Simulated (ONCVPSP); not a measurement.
# Pseudopotential generation for Al: ONCV, PBE

Task: generate the file, and judge it by its errors in other configurations, its logarithmic derivatives, its ghosts and its cutoff.

The numbers are computed with ONCVPSP 4.0.1 (PBE, scalar-relativistic, spin-unpolarised reference atom).

## 1. Settings

Typed settings, in words:

```
element                 : aluminium (Al, Z = 13)
type                    : optimised norm-conserving Vanderbilt (ONCV)
frozen core             : [Ne]
valence charge          : 3
reference configuration : 3s2 3p1
partial waves           : 3s: rc 2.00 bohr, ncon 4, nbas 8, qcut 3.5 1/bohr, 3 projectors, debl 3.9 Ha; 3p: rc 2.45 bohr, ncon 5, nbas 8, qcut 3.3 1/bohr, 2 projectors, debl 3.5 Ha; d scattering state at 0.44 Ha: rc 2.05 bohr, ncon 4, nbas 8, qcut 5.1 1/bohr, 3 projectors, debl 0.5 Ha
local potential         : polynomial inside 1.70 bohr (lpopt 5, dvloc0 1 Ha)
core correction         : Teter function fitted to the true core (icmod 2), fcfact 0.6
```

An earlier all-electron run gives the scale for the radii.

All-electron outer shells of the reference configuration (PBE, scalar-relativistic, ld1.x):

```tsv
shell	level (eV)	outermost node (bohr)	outermost maximum (bohr)
2s	-108.17	0.16	0.50
2p	-69.64	–	0.43
3s	-7.75	0.80	2.09
3p	-2.71	0.82	2.64
```

## 2. Generation

Input file Al.dat:

```
# ATOM AND REFERENCE CONFIGURATION
# atsym  z   nc   nv     iexc    psfile
  Al 13.00    3    2        4      upf
#
#   n    l    f
    1    0    2.00
    2    0    2.00
    2    1    6.00
    3    0    2.00
    3    1    1.00
#
# PSEUDOPOTENTIAL AND OPTIMIZATION
# lmax
    2
#
#   l,   rc,      ep,       ncon, nbas, qcut
    0    2.00    0.00    4    8    3.50
    1    2.45    0.00    5    8    3.30
    2    2.05    0.44    4    8    5.10
#
# LOCAL POTENTIAL
# lloc, lpopt,  rc(5),   dvloc0
    4    5    1.70    1.00
#
# VANDERBILT-KLEINMAN-BYLANDER PROJECTORs
# l, nproj, debl
    0    3    3.90
    1    2    3.50
    2    3    0.50
#
# MODEL CORE CHARGE
# icmod, fcfact, rcfact
    2    0.60    0.65
#
# LOG DERIVATIVE ANALYSIS
# epsh1, epsh2, depsh
   -2.00    5.00    0.02
#
# OUTPUT GRID
# rlmax, drl
    6.00    0.01
#
# TEST CONFIGURATIONS
# ncnf
    4
# nvcnf
#   n    l    f
    2
    3    0    2.00
    3    1    0.00
#
    2
    3    0    1.00
    3    1    0.00
#
    2
    3    0    2.00
    3    1    0.50
#
    2
    3    0    1.00
    3    1    1.00
#
```

Launch:

```sh
oncvpsp.x < Al.dat > Al.out
```

What does the calculation give? Wanted: cutoffs for 1 and 0.1 mHa per electron, occupied waves; bound ghosts; GHOST(+) flags; largest test error; largest phase difference near zero energy, channels read; rms error of d²Exc/dn², without and with the model core.

The runs gave:

```
                                                quantity                     value
  cutoffs for 1 and 0.1 mHa per electron, occupied waves          5.3 Ha and 12 Ha
                                            bound ghosts                none found
                                          GHOST(+) flags  s at 319 eV, d at 920 eV
                            largest test error (AE − PS)      +31 meV, for 3s1 3p0
largest phase difference near zero energy, channels read                 0.002 rad
 rms error of d²Exc/dn², without and with the model core         1.76 and 1.21 mHa
```

**Reading.** The worst unpolarised test, 3s1 3p0, is off by 31 meV on 25.0 eV; by total energies transferability rates as fair. By its cutoff, 5.3 Ha for the looser tolerance, it is soft on the atom at that tolerance. At the looser tolerance the 3s wave is the slowest; 3p needs 2 Ha. That counts occupied waves only; other projectors can need more. No bound ghost shows below the valence levels. Near zero energy the phases of the channels with partial waves agree within 0.002 rad. The program also flags highly localised states, GHOST(+) (s, d).
